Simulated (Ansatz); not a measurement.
# MnSe: the cost of one run

Computed with Ansatz 0.2.0 (DFT PBEsol+U (U = 7 eV, J = 0.5 eV on Mn d), plane waves, PAW, unless a step's input says otherwise).

The COD entry's cell or inner coordinates are ideal or old and differ from later refinements, so a difference from it is no clean test against experiment.

1 further run of the same task is left out (it didn't finish).

## Step 1: The starting structure

It takes space group Fm-3m (No. 225, cubic). Conventional cell: a = 5.448 Å, b = 5.448 Å, c = 5.448 Å, α = 90.00°, β = 90.00°, γ = 90.00°. Around Mn (site symmetry m-3m) lie 6 Se at 2.72 Å. Se (site symmetry m-3m) is surrounded by 6 Mn at 2.72 Å.

As a file:

```cif
data_structure
_symmetry_space_group_name_H-M 'P 1'
_symmetry_Int_Tables_number 1
_cell_length_a 3.8523
_cell_length_b 6.6724
_cell_length_c 7.7046
_cell_angle_alpha 30.000
_cell_angle_beta 60.000
_cell_angle_gamma 54.736
_cell_volume 80.85
loop_
_atom_site_label
_atom_site_type_symbol
_atom_site_fract_x
_atom_site_fract_y
_atom_site_fract_z
_atom_site_occupancy
Mn1 Mn 0.00000 0.00000 0.00000 1
Se1 Se 0.50000 0.50000 0.00000 1
Mn2 Mn 0.00000 0.00000 0.50000 1
Se2 Se 0.50000 0.50000 0.50000 1
```

## Step 2: Ferromagnetic start, free, symmetry kept, no search

input.yaml

```yaml
crystal:
  lattice:
    - [0.0, 2.72399958, 2.72399958]
    - [5.44799916, 2.72399958, 2.72399958]
    - [5.44799916, 5.44799916, 0.0]
  atoms:
    - { symbol: Mn, position: [0.0, 0.0, 0.0], spin: 5.0 }
    - { symbol: Se, position: [0.5, 0.5, 0.0] }
    - { symbol: Mn, position: [0.0, 0.0, 0.5], spin: 5.0 }
    - { symbol: Se, position: [0.5, 0.5, 0.5] }
basis:
  ecutwfc: 420
  ecutrho_ratio: 4
kpoints:
  mp_grid: { grid: [6, 6, 6] }
hamiltonian:
  xc: pbesol
  hubbard:
    sites:
      - { site: 0, l: d, u: 7.0, j: 0.5 }
      - { site: 2, l: d, u: 7.0, j: 0.5 }
scf:
  occupations: { method: gaussian, width: 0.05 }
  lower_state_search: "off"
  max_iter: 150
output:
  forces: true
  stress: true
  eigenvalues: true
  populations: true
  hubbard: { sites: [{ site: 0, l: d }, { site: 2, l: d }] }
magnetization:
  spin_polarized: true
```

On the command line:

```bash
$ ansatz run input.yaml --threads 2 --pin off --max-ram 3072MiB --backend cpu --events-out ev --progress --plain --runs-dir out
```

Q: Estimate wall time and peak memory on 2 threads of Arm Neoverse V2, shared host.

About 13 s, with a peak of 0.56 GiB.
